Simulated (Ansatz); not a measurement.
**LiBr+ (doublet): the correlation ladder at distance Br1–Li2 = 2.257 Å, cc-pVDZ**

How much of the correlation energy of LiBr+ (doublet) does each wave-function method recover here?

Program: Ansatz 0.2.0, Gaussian basis. Level of theory: cc-pVDZ, core rule «outside noble gas», up to 15 orbitals frozen. These are calculated values, not measurements.

The runs, in order: UHF; CCSD(T) on ROHF; CCSD(T) on UHF; BCCD(T) on ROHF; CISD; CCSDT(Q) on ROHF; CCSDT(Q) on UHF; CASSCF and MRCISD+Q, 3 electrons in 3 orbitals; CASSCF and NEVPT2, 3 electrons in 3 orbitals; Full CI.

67 further runs of the same task are left out: 52 for a known fault of the program, 10 that didn't finish, 5 set aside as unsound or not needed.

**1. The system**

The geometry derives from a PBE0/def2-TZVP stationary point (not a proven minimum). One bond is set to the value named and the two fragments are kept rigid. No spin-orbit coupling is included. The filled d shell of Br may be among the frozen orbitals whatever the setting's name suggests; the logs give the count.

2 atoms, charge 1, spin multiplicity 2.

Atoms are counted from 1 here; the program's logs count them from 0.

Bond lengths: Br1–Li2 2.257 Å.

**2. UHF**

in.yaml reads:

```yaml
crystal:
  periodic: [false, false, false]
  atoms:
    - {symbol: Br, position_ang: [0.000000, 0.000000, 0.000000]}
    - {symbol: Li, position_ang: [0.000000, 0.000000, 2.257000]}
basis:
  gaussian: {orbitals: cc-pVDZ}
total_charge: 1
magnetization: {spin_polarized: true, initial_magnetization: 1}
hamiltonian: {xc: hf}
output: {orbitals: {seedname: orbitals}}
```

Run with:

```sh
$ ansatz run in.yaml --threads 1 --pin off --events-out ev --progress --plain --max-ram 2393MiB
```

After this run come: CCSD(T) on ROHF; CCSD(T) on UHF; BCCD(T) on ROHF; CISD; CCSDT(Q) on ROHF; CCSDT(Q) on UHF; CASSCF and MRCISD+Q, 3 electrons in 3 orbitals; CASSCF and NEVPT2, 3 electrons in 3 orbitals; Full CI.

Q: Predict the results of all the runs planned. Wanted: FCI below the RHF energy; RMP2 from FCI; UMP2 from FCI; RCCSD from FCI; RCCSD(T) from FCI; UCCSD(T) from FCI; RCCSDT(Q) from FCI; UCCSDT(Q) from FCI; NEVPT2 pair from FCI.

As calculated:

| quantity | value |
| --- | --- |
| FCI below the RHF energy | -3.0987 eV |
| RMP2 from FCI | +424.6 meV |
| UMP2 from FCI | +437.9 meV |
| RCCSD from FCI | +45.2 meV |
| RCCSD(T) from FCI | +10.2 meV |
| UCCSD(T) from FCI | +7.7 meV |
| RCCSDT(Q) from FCI | +0.2 meV |
| UCCSDT(Q) from FCI | -1.9 meV |
| NEVPT2 pair from FCI | +388.3 meV |
| MRCISD+Q pair from FCI | -12.8 meV |
| levels within 1 kcal/mol (43 meV) | UCCSD, RCCSD(T), UCCSD(T), BCCD(T), RCCSDT, UCCSDT, RCCSDT(Q), UCCSDT(Q), MRCISD+Q pair |
| T1 diagnostic | 0.012 |
| effectively unpaired electrons | 1.02 |

In words: RCCSD(T) lands +10.2 meV from the yardstick (0.3 % of the correlation energy). MRCISD+Q pair falls below full CI: the +Q correction isn't variational, and the cores differ from full CI's. One determinant dominates. Of the multireference levels listed MRCISD+Q pair comes nearest in total energy (-12.8 meV), which doesn't show that its space is the better one. These misses are within one basis, not against nature; the frozen cores of restricted and unrestricted runs differ, which can shift their rows.
